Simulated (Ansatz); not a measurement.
# Cu3O2 (I4/mmm) in Ansatz: convergence with wavefunction cutoff

Aim: find how far wavefunction cutoff must go before the results for Cu3O2 settle, at r2SCAN. This setting moves, with any that are tied to it; all else stays.

Everything below comes from runs of Ansatz 0.2.0. Logs are shortened: lines on timing, memory, paths and dates and some standing lists are left out, and cuts for length are marked.

### 1 The crystal as given

Symmetry: I4/mmm, No. 139, tetragonal system. The conventional cell has a = 4.046 Å, b = 4.046 Å, c = 7.347 Å, α = 90.00°, β = 90.00°, γ = 90.00°. Cu (site symmetry 4/mmm) is surrounded by 4 O at 2.02 Å. Cu (site symmetry -4m2) has 2 O at 1.84 Å as nearest neighbours. O (site symmetry mmm) is surrounded by 4 Cu at 1.84 to 2.02 Å.

The cell comes from a database or a generator and needn't be the stable form of this composition.

### 2 With wavefunction cutoff 400 eV

The input, input.yaml:

```yaml
crystal:
  lattice:
    - [-2.022982, 2.022982, 3.673617]
    - [2.022982, -2.022982, 3.673617]
    - [2.022982, 2.022982, -3.673617]
  atoms:
    - { symbol: Cu, position: [0.0, 0.0, 0.0] }
    - { symbol: Cu, position: [0.75, 0.25, 0.5] }
    - { symbol: Cu, position: [0.25, 0.75, 0.5] }
    - { symbol: O, position: [0.5, 0.0, 0.5] }
    - { symbol: O, position: [0.0, 0.5, 0.5] }
hamiltonian:
  xc: r2scan
  pseudopotentials: { kind: paw, source: jth }
kpoints:
  mp_grid: { grid: [8, 8, 8] }
scf:
  occupations: { method: gaussian, width: 0.05 }
output:
  forces: true
  stress: true
  eigenvalues: true
basis:
  ecutwfc: "400 eV"
```

Potentials or basis: JTH PAW.

Command:

```bash
ansatz run input.yaml --threads 2 --pin off --max-ram 5632MiB --backend cpu --events-out ev --progress --plain --runs-dir out
```

Run time: 15 s. Hardware: 2 threads of AMD EPYC, shared host; peak memory 0.53 GiB.

Results:

```
Free energy            : -21024.0692 eV
Pressure               : -3.6 GPa
Band gap on the k mesh : none (metal or under the smearing width)
```

### 3 With wavefunction cutoff 500 eV

input.yaml: that of step 2 with these lines changed.

```diff
@@ -23,2 +23,2 @@
 basis:
-  ecutwfc: "400 eV"
+  ecutwfc: "500 eV"
```

Potentials or basis: JTH PAW.

Command:

```bash
ansatz run input.yaml --threads 2 --pin off --max-ram 5632MiB --backend cpu --events-out ev --progress --plain --runs-dir out
```

Run time: 27 s. Hardware: 2 threads of AMD EPYC, shared host; peak memory 0.62 GiB.

Results:

| Item | Value |
| --- | --- |
| Free energy | -21025.0414 eV |
| Pressure | -3.6 GPa |
| Band gap on the k mesh | none (metal or under the smearing width) |

### 4 With wavefunction cutoff 600 eV

input.yaml: that of step 3 with these lines changed.

```diff
@@ -23,2 +23,2 @@
 basis:
-  ecutwfc: "500 eV"
+  ecutwfc: "600 eV"
```

Command:

```bash
ansatz run input.yaml --threads 2 --pin off --max-ram 5632MiB --backend cpu --events-out ev --progress --plain --runs-dir out
```

It took 33 s on 2 threads of AMD EPYC, shared host; peak memory 0.74 GiB.

Results:

* Free energy: -21025.3645 eV
* Pressure: -3.6 GPa
* Band gap on the k mesh: none (metal or under the smearing width)

### 5 With wavefunction cutoff 700 eV

input.yaml: that of step 4 with these lines changed.

```diff
@@ -23,2 +23,2 @@
 basis:
-  ecutwfc: "600 eV"
+  ecutwfc: "700 eV"
```

Command:

```bash
ansatz run input.yaml --threads 2 --pin off --max-ram 5632MiB --backend cpu --events-out ev --progress --plain --runs-dir out
```

Run time: 31 s. Hardware: 2 threads of AMD EPYC, shared host; peak memory 0.9 GiB.

What came out:

```
Free energy            : -21025.4181 eV
Pressure               : -3.6 GPa
Band gap on the k mesh : none (metal or under the smearing width)
```

### 6 With wavefunction cutoff 850 eV

input.yaml: that of step 5 with these lines changed.

```diff
@@ -23,2 +23,2 @@
 basis:
-  ecutwfc: "700 eV"
+  ecutwfc: "850 eV"
```

Potentials or basis: JTH PAW.

Command:

```bash
ansatz run input.yaml --threads 2 --pin off --max-ram 5632MiB --backend cpu --events-out ev --progress --plain --runs-dir out
```

Wall time 44 s (2 threads of AMD EPYC, shared host); peak memory 0.95 GiB.

It converged, with:

```yaml
Free_energy: -21025.4762 eV
Pressure: -3.7 GPa
Band_gap_on_the_k_mesh: none (metal or under the smearing width)
```

### 7 With wavefunction cutoff 1000 eV

input.yaml: that of step 6 with these lines changed.

```diff
@@ -23,2 +23,2 @@
 basis:
-  ecutwfc: "850 eV"
+  ecutwfc: "1000 eV"
```

Command:

```bash
ansatz run input.yaml --threads 2 --pin off --max-ram 5632MiB --backend cpu --events-out ev --progress --plain --runs-dir out
```

It took 47 s on 2 threads of AMD EPYC, shared host; peak memory 1.2 GiB.

The run converged. Its results:

* Free energy: -21025.5080 eV
* Pressure: -3.7 GPa
* Band gap on the k mesh: none (metal or under the smearing width)

### 8 With wavefunction cutoff 1200 eV

input.yaml: that of step 7 with these lines changed.

```diff
@@ -23,2 +23,2 @@
 basis:
-  ecutwfc: "1000 eV"
+  ecutwfc: "1200 eV"
```

Command:

```bash
ansatz run input.yaml --threads 2 --pin off --max-ram 5632MiB --backend cpu --events-out ev --progress --plain --runs-dir out
```

It took 63 s on 2 threads of AMD EPYC, shared host; peak memory 1.4 GiB.

Results (log left out):

```
Free energy            : -21025.5136 eV
Pressure               : -3.7 GPa
Band gap on the k mesh : none (metal or under the smearing width)
```

### 9 With wavefunction cutoff 1400 eV

input.yaml: that of step 8 with these lines changed.

```diff
@@ -23,2 +23,2 @@
 basis:
-  ecutwfc: "1200 eV"
+  ecutwfc: "1400 eV"
```

Potentials or basis: JTH PAW.

Command:

```bash
ansatz run input.yaml --threads 2 --pin off --max-ram 5632MiB --backend cpu --events-out ev --progress --plain --runs-dir out
```

Wall time 87 s (2 threads of AMD EPYC, shared host); peak memory 1.7 GiB.

It converged, with:

| Quantity | Value |
| --- | --- |
| Free energy | -21025.5186 eV |
| Pressure | -3.7 GPa |
| Band gap on the k mesh | none (metal or under the smearing width) |

### 10 With wavefunction cutoff 1700 eV

input.yaml: that of step 9 with these lines changed.

```diff
@@ -23,2 +23,2 @@
 basis:
-  ecutwfc: "1400 eV"
+  ecutwfc: "1700 eV"
```

Potentials or basis: JTH PAW.

Command:

```bash
ansatz run input.yaml --threads 2 --pin off --max-ram 5632MiB --backend cpu --events-out ev --progress --plain --runs-dir out
```

Output:

```text
Warning: the checks of this Cu dataset prove no rule for summing its radial tables, as where they were carried onto another mesh than they were made on, and Gregory's rule is taken, under which a leading mesh point left out moves its sums only by what lay on the interval it spanned. That does not make them correct, and they differ from Quantum ESPRESSO's on this file; a re-export a fraction of a mesh step off can move them. hamiltonian.pseudopotentials.radial_quadrature: simpson_from_first_knot sums it by `pw.x`'s rule; on a PAW file no value gives `pw.x`'s numbers. What more to know: hamiltonian.pseudopotentials.radial_quadrature, in the input reference
Warning: the checks of this O dataset prove no rule for summing its radial tables, as where they were carried onto another mesh than they were made on, and Gregory's rule is taken, under which a leading mesh point left out moves its sums only by what lay on the interval it spanned. That does not make them correct, and they differ from Quantum ESPRESSO's on this file; a re-export a fraction of a mesh step off can move them. hamiltonian.pseudopotentials.radial_quadrature: simpson_from_first_knot sums it by `pw.x`'s rule; on a PAW file no value gives `pw.x`'s numbers. What more to know: hamiltonian.pseudopotentials.radial_quadrature, in the input reference
Warning: RAYON_NUM_THREADS=2 ignored (pool sized by the plan → 2); use --threads N
Engine: ansatz 0.2.0, x86_64-unknown-linux-gnu
Pseudopotentials: kind: paw
Pseudopotential: Cu, paw, valence charge 19, recommended cutoff 1350 eV (normal), Cu.paw.azcp
Pseudopotential: O, paw, valence charge 6, recommended cutoff 1380 eV (normal), O.paw.azcp
Functional definition: r2SCAN
  parameter k0 = 0.174
  parameter k1 = 0.065
  parameter a1 = 4.9479
  exchange = r2scan_x(k0 = k0, k1 = k1, a1 = a1)
  correlation = r2scan_c
Crystal: 5 atoms, lattice volume = 60.136 Å³
Basis set: ecut = 1700 eV, 9589 PW (Γ), exchange–correlation on 256×256×256 points (64 copies of the dense FFT grid, shifted against one another)
Bands: 42, of which v1, the nominal top of the filled ones, is band 35 counted from 1 (34 counted from 0)
Symmetry: 16 space group operations
Space group: I4/mmm (ITA 139), of the structure as read, at distance tolerance 3.9e-5 Å
k-points: 59 of 512
Non-local potential: Cu, projectors of the file, l = 0: 2, l = 1: 2, l = 2: 2
Non-local potential: O, projectors of the file, l = 0: 2, l = 1: 2
PAW form: soft (Blöchl's): semilocal exchange-correlation on the pseudo side does not see the compensation charge
PAW frozen core: Cu, regenerated for the run's functional (the file was generated under x = pbe(κ = 0.804, μ = 0.2195149727645171), c = pbe(β = 0.06672455060314922))
PAW frozen core: O, regenerated for the run's functional (the file was generated under x = pbe(κ = 0.804, μ = 0.2195149727645171), c = pbe(β = 0.06672455060314922))
PAW one-centre angular grid: Cu, 590 points (default); XC on 160 Gauss nodes
PAW one-centre angular grid: O, 302 points (default); XC on 160 Gauss nodes
Initial density: superposition of atomic densities (chi_scale 0.1, normalization cell, long waves kept (reshape's long-wave potential 0.03 eV rms))
Initial wavefunctions: pseudopotential atomic-orbital guess
Functional: x = r2scan, c = r2scan; τ floored in thin density (d = 2e-4 eV/Å³)
iter 1 solved again at ethr=1.83e-3 eV; its pass at ethr=3.10e-3 eV (dr2=1.26e0 eV) is discarded
SCF iter   1: F=—  HF=-21025.378275 eV  |F-HF|=—  |Δ(HF+E_count)|=         —  Δρ=6.05e-2  dr2=1.28e0  dr2_τ=6.93e-2  ethr=1.83e-3  ⟨swp⟩=1.2  Hψ=16282  notcnv=0
preconditioner: auto → LDOS  [metal: Δε(μ)=0.016 eV  Ē_g=11.364 eV  σ=0.050 eV  W_gap=0.18  n_scr=22 (ndim 8)  ℏωp=32.1 eV  f_vac=0.075  D(μ)=3.37/eV (n_scr^D=34)  β→1.0]
SCF iter   2: F=—  HF=-21025.623100 eV  |F-HF|=—  |Δ(HF+E_count)|=   2.45e-1  Δρ=3.02e-2  dr2=4.97e-1  dr2_τ=4.56e-2  ethr=1.83e-3  ⟨swp⟩=2.8  Hψ=4235  notcnv=0
SCF iter   3: F=—  HF=-21025.616451 eV  |F-HF|=—  |Δ(HF+E_count)|=   6.65e-3  Δρ=2.32e-2  dr2=2.50e-1  dr2_τ=5.16e-3  ethr=7.20e-4  ⟨swp⟩=2.1  Hψ=4933  notcnv=0  defer=136
SCF iter   4: F=—  HF=-21025.528562 eV  |F-HF|=—  |Δ(HF+E_count)|=   8.79e-2  Δρ=8.13e-3  dr2=4.37e-2  dr2_τ=6.88e-4  ethr=3.62e-4  ⟨swp⟩=2.2  Hψ=4245  notcnv=0  defer=136
SCF iter   5: F=—  HF=-21025.522292 eV  |F-HF|=—  |Δ(HF+E_count)|=   6.27e-3  Δρ=1.39e-3  dr2=6.58e-4  dr2_τ=9.41e-5  ethr=6.34e-5  ⟨swp⟩=2.0  Hψ=3239  notcnv=0  defer=136
SCF iter   6: F=—  HF=-21025.522242 eV  |F-HF|=—  |Δ(HF+E_count)|=   4.98e-5  Δρ=1.09e-3  dr2=7.42e-4  dr2_τ=8.92e-6  ethr=9.53e-7  ⟨swp⟩=2.0  Hψ=4261  notcnv=0  defer=136
SCF iter   7: F=—  HF=-21025.522158 eV  |F-HF|=—  |Δ(HF+E_count)|=   8.40e-5  Δρ=4.86e-4  dr2=1.40e-4  dr2_τ=2.65e-6  ethr=9.53e-7  ⟨swp⟩=1.1  Hψ=2348  notcnv=0  defer=136
SCF iter   8: F=—  HF=-21025.522130 eV  |F-HF|=—  |Δ(HF+E_count)|=   2.75e-5  Δρ=1.12e-4  dr2=6.54e-6  dr2_τ=1.44e-7  ethr=2.03e-7  ⟨swp⟩=2.4  Hψ=3377  notcnv=0  defer=136
SCF iter   9: F=—  HF=-21025.522081 eV  |F-HF|=—  |Δ(HF+E_count)|=   4.93e-5  Δρ=1.65e-5  dr2=9.23e-8  dr2_τ=3.73e-8  ethr=1.45e-10  ⟨swp⟩=9.0  Hψ=13134  notcnv=0
SCF iter  10: F=-21025.522081 eV  HF=-21025.522081 eV  |F-HF|=1.31e-8  |Δ(HF+E_count)|=   7.44e-8  Δρ=4.85e-6  dr2=1.30e-8  dr2_τ=1.04e-9  ethr=1.34e-10  ⟨swp⟩=2.3  Hψ=8478  notcnv=0
SCF 1 converged in 10 iterations: F = -21025.522081 eV  dr2 = 1.30e-8
SCF converged after 10 iterations
Free energy (F): -21025.522081 eV
Harris-Foulkes:  -21025.522081 eV  (|F-HF|=1.31e-8)
Internal energy: -21025.518055 eV  (E = F + TS)
E sigma→0 (E₀):  -21025.520068 eV
Entropy (-TS):   -0.004026 eV (-0.805 meV/atom)
Fermi energy:    12.153289 eV
--- Per-component energies (eV) ---
  E_band       = -1355.819914
  E_kinetic    = 1304.673539
  E_local      = -10829.639849  (includes V_loc(G=0)·N_el)
  E_nonlocal   = -3367.941717
  E_hartree    = 4632.386477
  E_xc         = -362.210014
  E_vxc        = -529.461571  (∫ρ·V_xc dr)
  E_paw        = -3204.048880  (= ΣΔE_a)
  E_vpaw       = 2764.488173  (= ΣTr[D̂ρ^β])
  E_aug_tail   = 0.000283  (compensation charges beyond the density's cutoff)
  E_vtau       = 37.287111  (kinetic-family band-sum trace: ∫τ·v_τ [+ j·A + Jᵃ·Aᵃ] dr)
  E_ewald      = -9197.776033
  E_core_change = -0.961862  (= ΣΔE_core)
  E_smearing   = -0.004026  (= −TS)
  E_closure    = 0.000000  (closes the sum)
  Σ components = -21025.522081   (vs F -21025.522081, Δ=0.00e0)
--- Forces (eV/Å), atoms counted from 1 ---
  atom   1  Cu     0.00000000     0.00000000     0.00000000
  atom   2  Cu     0.00000000    -0.00000000     0.00000000
  atom   3  Cu     0.00000000    -0.00000000     0.00000000
  atom   4  O      0.00000000     0.00000000     0.00000000
  atom   5  O      0.00000000     0.00000000     0.00000000
  max |Σ_I F_I| component: 3.47e-18 eV/Å
--- Stress (GPa, compression-positive) ---
       -3.238524       0.000000       0.000000
        0.000000      -3.238524      -0.000000
       -0.000000      -0.000000      -4.581251
  P = ⅓ Tr σ = -3.6861 GPa (-36.861 kbar)
--- Band table (eV; the first three rows and the last of 59) ---
  k-point 0: bands = ["-104.2080", "-103.8535", "-103.8519", "-60.0621", "-60.0621", "-60.0061", "-59.8602", "-59.8599", "-59.6168", "-59.6168", "-59.6040", "-59.6040", "-8.1011", "-6.9198", "5.4513", "6.4168", "6.4168", "7.0064", "7.4493", "8.9635", "9.0677", "9.0677", "9.2074", "9.6616", "9.6616", "9.8176", "9.9236", "10.0557", "10.1705", "10.1705", "10.4963", "10.6283", "11.2645", "11.2645", "12.6355", "12.8711", "17.6561", "17.6561", "19.6130", "19.7895", "23.6755", "23.7583"]
  k-point 1: bands = ["-104.2080", "-103.8534", "-103.8520", "-60.0623", "-60.0621", "-60.0059", "-59.8602", "-59.8600", "-59.6169", "-59.6148", "-59.6061", "-59.6039", "-8.0238", "-6.9605", "5.3625", "6.1709", "6.4641", "7.0120", "7.5393", "8.6150", "9.0859", "9.1298", "9.2616", "9.2913", "9.4008", "9.8777", "10.1193", "10.1483", "10.2388", "10.2586", "10.5310", "10.8869", "11.3132", "11.4093", "12.4191", "13.1083", "16.3701", "18.2126", "20.0220", "21.1717", "23.7910", "24.1084"]
  k-point 2: bands = ["-104.2080", "-103.8531", "-103.8523", "-60.0627", "-60.0621", "-60.0056", "-59.8602", "-59.8602", "-59.6171", "-59.6110", "-59.6100", "-59.6036", "-7.8294", "-7.0564", "5.1522", "5.6000", "6.4932", "7.0310", "7.2438", "8.4369", "9.0679", "9.1092", "9.2553", "9.4021", "9.5133", "9.9833", "9.9936", "10.1452", "10.1557", "10.3520", "10.4801", "11.2984", "11.4257", "12.1270", "12.1644", "13.6834", "14.7152", "19.2627", "20.5813", "21.5656", "22.5715", "24.4356"]
  k-point 58: bands = ["-104.2080", "-103.8535", "-103.8520", "-60.0622", "-60.0622", "-60.0046", "-59.8623", "-59.8594", "-59.6166", "-59.6166", "-59.6041", "-59.6041", "-7.7409", "-7.2521", "4.3321", "6.9448", "6.9448", "8.0667", "8.2226", "8.5529", "8.5529", "8.6070", "8.7682", "8.7682", "9.3087", "9.4812", "10.0079", "10.1391", "10.2768", "10.2768", "10.3569", "10.6262", "10.9796", "11.7592", "11.7592", "15.8659", "17.1345", "18.8483", "18.8483", "19.8579", "22.1600", "26.3638"]
```

Run time: 2 min. Hardware: 2 threads of AMD EPYC, shared host; peak memory 2.1 GiB.

What came out:

```yaml
Free_energy: -21025.5221 eV
Pressure: -3.7 GPa
Band_gap_on_the_k_mesh: none (metal or under the smearing width)
```

### 11 Result

```csv
wavefunction cutoff,"energy less the tightest run, at zero smearing (meV/atom)",pressure (GPa),SCF cycles,CPU time (s),peak memory (GiB)
400 eV,290.57,-3.59,10,30,0.53
500 eV,96.14,-3.61,10,54,0.62
600 eV,31.52,-3.61,10,65,0.74
700 eV,20.80,-3.63,10,61,0.9
850 eV,9.17,-3.66,10,87,0.95
1000 eV,2.81,-3.67,10,94,1.2
1200 eV,1.70,-3.68,10,130,1.4
1400 eV,0.69,-3.68,10,170,1.7
1700 eV,0.00,-3.69,10,230,2.1
```

Against the tightest run, the energy stays within 1 meV/atom from 1400 eV on; the pressure stays within 0.1 GPa from 400 eV on. The tightest run that finished is the yardstick and may itself not be fully converged.

Caveats: an odd number of electrons without spin polarisation forces a metal; a magnetic or distorted state may lie lower; the run has no spin polarisation, though such a crystal can be magnetic; semilocal functionals often make such compounds metallic where correlation or magnetic order opens a gap, which also shifts bond lengths.
